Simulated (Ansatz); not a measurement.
# Pb27Se26Cl (Clausthalite): the cost of one run

Computed with Ansatz 0.2.0 (DFT, PBE, plane-wave PAW, default files, scalar-relativistic, as far as a step names no other, unless a step's input says otherwise).

## Step 1: The structure to begin with

Symmetry: Fm-3m, No. 225, cubic system. The conventional cell has a = 18.364 Å, b = 18.364 Å, c = 18.364 Å, α = 90.00°, β = 90.00°, γ = 90.00°. Pb (site symmetry 3m) is surrounded by 6 Se at 3.06 Å. Pb (site symmetry 4mm) has 5 Se at 3.06 Å and 1 Cl at 3.06 Å in its first shell of neighbours. Pb (site symmetry mm2) has 6 Se at 3.06 Å in its first shell of neighbours. Pb (site symmetry m-3m) is surrounded by 6 Se at 3.06 Å. Cl (site symmetry m-3m) is surrounded by 6 Pb at 3.06 Å. Se (site symmetry mm2) has 6 Pb at 3.06 Å in its first shell of neighbours. Se (site symmetry 3m) has 6 Pb at 3.06 Å in its first shell of neighbours. Se (site symmetry 4mm) has 6 Pb at 3.06 Å in its first shell of neighbours.

Structure file:

```xyz
54
Lattice="0.0000 9.1820 9.1820 9.1820 0.0000 9.1820 9.1820 9.1820 0.0000" Properties=species:S:1:pos:R:3 pbc="T T T"
Pb    0.0000    0.0000    0.0000
Pb    3.0606    3.0606    0.0000
Pb    6.1213    6.1213    0.0000
Pb    3.0606    0.0000    3.0606
Pb    6.1213    3.0606    3.0606
Pb    9.1820    6.1213    3.0606
Pb    6.1213    0.0000    6.1213
Pb    9.1820    3.0606    6.1213
Pb   12.2426    6.1213    6.1213
Pb    0.0000    3.0606    3.0606
Pb    3.0606    6.1213    3.0606
Pb    6.1213    9.1820    3.0606
Pb    3.0606    3.0606    6.1213
Pb    6.1213    6.1213    6.1213
Pb    9.1820    9.1820    6.1213
Pb    6.1213    3.0606    9.1820
Pb    9.1820    6.1213    9.1820
Pb   12.2426    9.1820    9.1820
Pb    0.0000    6.1213    6.1213
Pb    3.0606    9.1820    6.1213
Pb    6.1213   12.2426    6.1213
Pb    3.0606    6.1213    9.1820
Pb    6.1213    9.1820    9.1820
Pb    9.1820   12.2426    9.1820
Pb    6.1213    6.1213   12.2426
Pb    9.1820    9.1820   12.2426
Pb   12.2426   12.2426   12.2426
Cl    3.0607    3.0607    3.0607
Se    6.1213    6.1213    3.0607
Se    9.1820    9.1820    3.0607
Se    6.1213    3.0607    6.1213
Se    9.1820    6.1213    6.1213
Se   12.2426    9.1820    6.1213
Se    9.1820    3.0607    9.1820
Se   12.2426    6.1213    9.1820
Se   15.3032    9.1820    9.1820
Se    3.0607    6.1213    6.1213
Se    6.1213    9.1820    6.1213
Se    9.1820   12.2426    6.1213
Se    6.1213    6.1213    9.1820
Se    9.1820    9.1820    9.1820
Se   12.2426   12.2426    9.1820
Se    9.1820    6.1213   12.2426
Se   12.2426    9.1820   12.2426
Se   15.3032   12.2426   12.2426
Se    3.0607    9.1820    9.1820
Se    6.1213   12.2426    9.1820
Se    9.1820   15.3032    9.1820
Se    6.1213    9.1820   12.2426
Se    9.1820   12.2426   12.2426
Se   12.2426   15.3032   12.2426
Se    9.1820    9.1820   15.3032
Se   12.2426   12.2426   15.3032
Se   15.3032   15.3032   15.3032
```

Atom 28 of the input is the impurity.

## Step 2: First run, atoms as given

The input, input.yaml:

```yaml
crystal:
  lattice:
    - [0.0, 9.18195, 9.18195]
    - [9.18195, 0.0, 9.18195]
    - [9.18195, 9.18195, 0.0]
  atoms:
    - { symbol: Pb, position: [0.0, 0.0, 0.0] }
    - { symbol: Pb, position: [0.0, 0.0, 0.3333333333] }
    - { symbol: Pb, position: [0.0, 0.0, 0.6666666667] }
    - { symbol: Pb, position: [0.0, 0.3333333333, 0.0] }
    - { symbol: Pb, position: [0.0, 0.3333333333, 0.3333333333] }
    - { symbol: Pb, position: [0.0, 0.3333333333, 0.6666666667] }
    - { symbol: Pb, position: [0.0, 0.6666666667, 0.0] }
    - { symbol: Pb, position: [0.0, 0.6666666667, 0.3333333333] }
    - { symbol: Pb, position: [0.0, 0.6666666667, 0.6666666667] }
    - { symbol: Pb, position: [0.3333333333, 0.0, 0.0] }
    - { symbol: Pb, position: [0.3333333333, 0.0, 0.3333333333] }
    - { symbol: Pb, position: [0.3333333333, 0.0, 0.6666666667] }
    - { symbol: Pb, position: [0.3333333333, 0.3333333333, 0.0] }
    - { symbol: Pb, position: [0.3333333333, 0.3333333333, 0.3333333333] }
    - { symbol: Pb, position: [0.3333333333, 0.3333333333, 0.6666666667] }
    - { symbol: Pb, position: [0.3333333333, 0.6666666667, 0.0] }
    - { symbol: Pb, position: [0.3333333333, 0.6666666667, 0.3333333333] }
    - { symbol: Pb, position: [0.3333333333, 0.6666666667, 0.6666666667] }
    - { symbol: Pb, position: [0.6666666667, 0.0, 0.0] }
    - { symbol: Pb, position: [0.6666666667, 0.0, 0.3333333333] }
    - { symbol: Pb, position: [0.6666666667, 0.0, 0.6666666667] }
    - { symbol: Pb, position: [0.6666666667, 0.3333333333, 0.0] }
    - { symbol: Pb, position: [0.6666666667, 0.3333333333, 0.3333333333] }
    - { symbol: Pb, position: [0.6666666667, 0.3333333333, 0.6666666667] }
    - { symbol: Pb, position: [0.6666666667, 0.6666666667, 0.0] }
    - { symbol: Pb, position: [0.6666666667, 0.6666666667, 0.3333333333] }
    - { symbol: Pb, position: [0.6666666667, 0.6666666667, 0.6666666667] }
    - { symbol: Cl, position: [0.1666666667, 0.1666666667, 0.1666666667] }
    - { symbol: Se, position: [0.1666666667, 0.1666666667, 0.5] }
    - { symbol: Se, position: [0.1666666667, 0.1666666667, 0.8333333333] }
    - { symbol: Se, position: [0.1666666667, 0.5, 0.1666666667] }
    - { symbol: Se, position: [0.1666666667, 0.5, 0.5] }
    - { symbol: Se, position: [0.1666666667, 0.5, 0.8333333333] }
    - { symbol: Se, position: [0.1666666667, 0.8333333333, 0.1666666667] }
    - { symbol: Se, position: [0.1666666667, 0.8333333333, 0.5] }
    - { symbol: Se, position: [0.1666666667, 0.8333333333, 0.8333333333] }
    - { symbol: Se, position: [0.5, 0.1666666667, 0.1666666667] }
    - { symbol: Se, position: [0.5, 0.1666666667, 0.5] }
    - { symbol: Se, position: [0.5, 0.1666666667, 0.8333333333] }
    - { symbol: Se, position: [0.5, 0.5, 0.1666666667] }
    - { symbol: Se, position: [0.5, 0.5, 0.5] }
    - { symbol: Se, position: [0.5, 0.5, 0.8333333333] }
    - { symbol: Se, position: [0.5, 0.8333333333, 0.1666666667] }
    - { symbol: Se, position: [0.5, 0.8333333333, 0.5] }
    - { symbol: Se, position: [0.5, 0.8333333333, 0.8333333333] }
    - { symbol: Se, position: [0.8333333333, 0.1666666667, 0.1666666667] }
    - { symbol: Se, position: [0.8333333333, 0.1666666667, 0.5] }
    - { symbol: Se, position: [0.8333333333, 0.1666666667, 0.8333333333] }
    - { symbol: Se, position: [0.8333333333, 0.5, 0.1666666667] }
    - { symbol: Se, position: [0.8333333333, 0.5, 0.5] }
    - { symbol: Se, position: [0.8333333333, 0.5, 0.8333333333] }
    - { symbol: Se, position: [0.8333333333, 0.8333333333, 0.1666666667] }
    - { symbol: Se, position: [0.8333333333, 0.8333333333, 0.5] }
    - { symbol: Se, position: [0.8333333333, 0.8333333333, 0.8333333333] }
total_charge: 1
kpoints:
  mp_grid: { grid: [2, 2, 2] }
scf:
  occupations: { method: fermi_dirac, width: 0.01 }
hamiltonian:
  xc: pbe
  pseudopotentials: { kind: paw }
output:
  forces: true
  stress: true
  populations: true
  efg:
    quadrupole_moments_barn: { Cl: -0.08112 }
    contact_densities: true
```

The run is started by

```
$ ansatz run input.yaml --threads 4 --pin off --max-ram 10240MiB --backend cpu --events-out ev --progress --plain --runs-dir out
```

**Question.** How long does this run take on 4 threads of Arm Neoverse V1, shared host, and how much memory does it need?

About 2.1 min, with a peak of 7.4 GiB.
